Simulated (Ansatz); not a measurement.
## WC, space group Fm-3m: an equation of state with a fit, step by step

Computed with the Python package of Ansatz (0.2.0).

At the Python prompt:
```pycon
>>> from dataclasses import dataclass
>>> import ansatz as az
>>> import numpy as np
>>> from pymatgen.analysis.eos import EOS
>>> @dataclass(frozen=True)
... class Options:
...     filling: str = 'fermi_dirac'
...     cutoff: int = 550
...     mesh: tuple[int, ...] = (11, 11, 11)
...
>>> opts = Options()
>>> VECTORS = np.array([
...     [0.0, 2.192684, 2.192684],
...     [2.192684, 0.0, 2.192684],
...     [2.192684, 2.192684, 0.0],
... ])
>>> SITES = [
...     ('W', (0.0, 0.0, 0.0)),
...     ('C', (0.5, 0.5, 0.5)),
... ]
>>> def build(cell):
...     crystal = az.Crystal(lattice=az.Lattice.of(cell))
...     for symbol, position in SITES:
...         crystal = crystal.atom(symbol, position)
...     return crystal
...
>>> volumes, energies, pressures = [], [], []
>>> for scale in np.linspace(0.88, 1.12, 7):
...     cell = VECTORS * scale ** (1 / 3)
...     base = (
...         build(cell).calculation()
...         .functional(az.Functional.LDA)
...         .occupations(opts.filling)
...         .basis(opts.cutoff)
...         .kpoints(*opts.mesh)
...         .stress()
...     )
...     r = base.run(threads=1).report
...     volumes.append(abs(np.linalg.det(cell)) / len(SITES))
...     energies.append(r['free_energy_ev'] / len(SITES))
...     pressures.append(np.trace(r['stress_gpa']) / 3)
...     print(f'V = {volumes[-1]:8.4f} A^3/atom  F = {energies[-1]:.5f} eV/atom  P = {pressures[-1]:8.3f} GPa')
...
V =   9.2771 A^3/atom  F = -5186.12575 eV/atom  P =   41.317 GPa
V =   9.6988 A^3/atom  F = -5186.20264 eV/atom  P =   17.971 GPa
V =  10.1204 A^3/atom  F = -5186.22441 eV/atom  P =   -0.733 GPa
V =  10.5421 A^3/atom  F = -5186.20203 eV/atom  P =  -15.722 GPa
V =  10.9638 A^3/atom  F = -5186.14427 eV/atom  P =  -27.723 GPa
V =  11.3855 A^3/atom  F = -5186.05822 eV/atom  P =  -37.306 GPa
V =  11.8072 A^3/atom  F = -5185.94962 eV/atom  P =  -44.924 GPa
>>> for form in ['pourier_tarantola', 'birch_murnaghan', 'vinet']:
...     fit = EOS(eos_name=form).fit(volumes, energies)
...     print(f'{form:18s} V0 {fit.v0:8.4f} A^3/atom  B0 {fit.b0_GPa:7.1f} GPa  B1 {fit.b1:5.2f}')
...
pourier_tarantola  V0  10.1032 A^3/atom  B0   404.9 GPa  B1  4.19
birch_murnaghan    V0  10.1016 A^3/atom  B0   403.9 GPa  B1  4.34
vinet              V0  10.1023 A^3/atom  B0   404.4 GPa  B1  4.27
```

A third-order Birch-Murnaghan fit through the 7 points has its minimum at 10.10 Å³ an atom, 4.2 % below the typed cell, with a bulk modulus of 404 GPa and dB/dP = 4.3. From that minimum the energy rises by 98.7 meV an atom on the compressed side and 274.8 meV on the expanded side.

What to keep in mind:
- Absolute energies stand on the zero of these potentials, so only differences at equal settings mean something.
- The mesh is modest for a metal, so energies can be off by several to tens of meV an atom and pressures by half a GPa or more; differences at equal mesh fare better.
- Pressure is positive in compression.
- Spin-orbit coupling, which matters for elements this heavy, is left out.
- At these settings the cell as given stands under about -16 GPa, so it isn't at this functional's equilibrium volume.
- The structure comes from a database of computed cells and needn't be a stable or known phase.
- The whole script took 12 s on 1 thread of Arm Neoverse V2 (shared host), peak memory 0.45 GiB.
